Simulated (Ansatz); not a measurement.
**B2H2F2: single points off equilibrium**

How do the functionals fare away from a minimum? The structure is a structure displaced at random from a GFN2-xTB minimum.

The runs use Ansatz 0.2.0, Gaussian basis; single points in def2-TZVPP.

Correlated methods freeze the cores. B3LYP uses VWN-RPA correlation.

## Step 1: The starting structure

SMILES `BB(F)F`, 6 atoms, charge 0, spin multiplicity 1.

Atoms are counted from 1 here; the program's logs count them from 0.

Bond lengths: B1–B2 1.679 Å, B1–H5 1.232 Å, B1–H6 1.207 Å, B2–F3 1.322 Å, B2–F4 1.369 Å. Angles: B2–B1–H5 116.7°, B2–B1–H6 119.4°, H5–B1–H6 123.8°, B1–B2–F3 125.5°, B1–B2–F4 122.8°, F3–B2–F4 111.7°.

As a file:

```mol
B2F2H2
  3D, bonds by distance, orders not assigned

  6  5  0  0  0  0  0  0  0  0999 V2000
   -0.3850    0.7558   -0.3125 B   0  0
    0.3407   -0.6482    0.2553 B   0  0
    0.6158   -1.7177   -0.4711 F   0  0
    0.7021   -0.8186    1.5652 F   0  0
   -1.6166    0.7802   -0.3162 H   0  0
    0.3064    1.6692   -0.6913 H   0  0
  1  2  8  0
  1  5  8  0
  1  6  8  0
  2  3  8  0
  2  4  8  0
M  END
```

## Step 2: CCSD(T)/def2-TZVPP

run/in.yaml reads:

```yaml
crystal:
  periodic: [false, false, false]
  atoms:
    - {symbol: B, position_ang: [-0.385000, 0.755800, -0.312500]}
    - {symbol: B, position_ang: [0.340700, -0.648200, 0.255300]}
    - {symbol: F, position_ang: [0.615800, -1.717700, -0.471100]}
    - {symbol: F, position_ang: [0.702100, -0.818600, 1.565200]}
    - {symbol: H, position_ang: [-1.616600, 0.780200, -0.316200]}
    - {symbol: H, position_ang: [0.306400, 1.669200, -0.691300]}
basis:
  gaussian: {orbitals: def2-TZVPP}
correlation: {method: ccsd_t}
output: {forces: true}
```

The command line of these runs was not kept.

## Step 3: PBE0-D4/def2-TZVPP

Changes to run/in.yaml since step 2:

```diff
@@ -11,3 +11,3 @@
   gaussian: {orbitals: def2-TZVPP}
-correlation: {method: ccsd_t}
-output: {forces: true}
+hamiltonian: {xc: pbe0, dispersion: d4}
+output: {forces: true, orbitals: {seedname: orbitals}}
```

## Step 4: wB97M-V/def2-TZVPP

Changes to run/in.yaml since step 3:

```diff
@@ -11,3 +11,3 @@
   gaussian: {orbitals: def2-TZVPP}
-hamiltonian: {xc: pbe0, dispersion: d4}
-output: {forces: true, orbitals: {seedname: orbitals}}
+hamiltonian: {xc: {name: wB97M-V}}
+output: {forces: true}
```

## Step 5: r2SCAN-D4/def2-TZVPP

Changes to run/in.yaml since step 4:

```diff
@@ -11,3 +11,3 @@
   gaussian: {orbitals: def2-TZVPP}
-hamiltonian: {xc: {name: wB97M-V}}
+hamiltonian: {xc: r2scan, dispersion: d4}
 output: {forces: true}
```

## Step 6: PBE-D4/def2-TZVPP

Changes to run/in.yaml since step 5:

```diff
@@ -11,3 +11,3 @@
   gaussian: {orbitals: def2-TZVPP}
-hamiltonian: {xc: r2scan, dispersion: d4}
+hamiltonian: {xc: pbe, dispersion: d4}
 output: {forces: true}
```

## Step 7: HSE06-D4/def2-TZVPP

Changes to run/in.yaml since step 6:

```diff
@@ -11,3 +11,3 @@
   gaussian: {orbitals: def2-TZVPP}
-hamiltonian: {xc: pbe, dispersion: d4}
+hamiltonian: {xc: hse06, dispersion: d4}
 output: {forces: true}
```

## Step 8: B3LYP-D4/def2-TZVPP

Changes to run/in.yaml since step 7:

```diff
@@ -11,3 +11,3 @@
   gaussian: {orbitals: def2-TZVPP}
-hamiltonian: {xc: hse06, dispersion: d4}
+hamiltonian: {xc: {name: B3LYP}, dispersion: d4}
 output: {forces: true}
```

(Steps that only read results are left out.)

**Question.** What will these runs give? Wanted: energy less free atoms, CCSD(T)/def2-TZVPP; RMS force component; RMS force error; HOMO and LUMO, PBE0-D4; T1 diagnostic.

The runs gave:

```
                                  quantity                                                                                             value
energy less free atoms, CCSD(T)/def2-TZVPP                                                                                        -24.168 eV
                       RMS force component                                                              0.516 to 0.674 eV/Å over the methods
                           RMS force error  PBE0-D4 0.087, wB97M-V 0.084, r2SCAN-D4 0.111, PBE-D4 0.261, HSE06-D4 0.088, B3LYP-D4 0.088 eV/Å
                    HOMO and LUMO, PBE0-D4                                                                                -9.42 and -2.62 eV
                             T1 diagnostic                                                                                             0.013
```

In words: Against CCSD(T) the functionals' energies less atoms differ by -1.230 to -0.683 eV, PBE-D4 by -1.230 eV. The reference is not at the basis limit: in triple zeta CCSD(T) underbinds, which counts against methods that bind more; the gaps are no ranking. On forces the order runs from wB97M-V to PBE-D4. Frozen-core CCSD(T) forces in triple zeta carry basis errors of their own, and this is one geometry, so small gaps rank nothing.
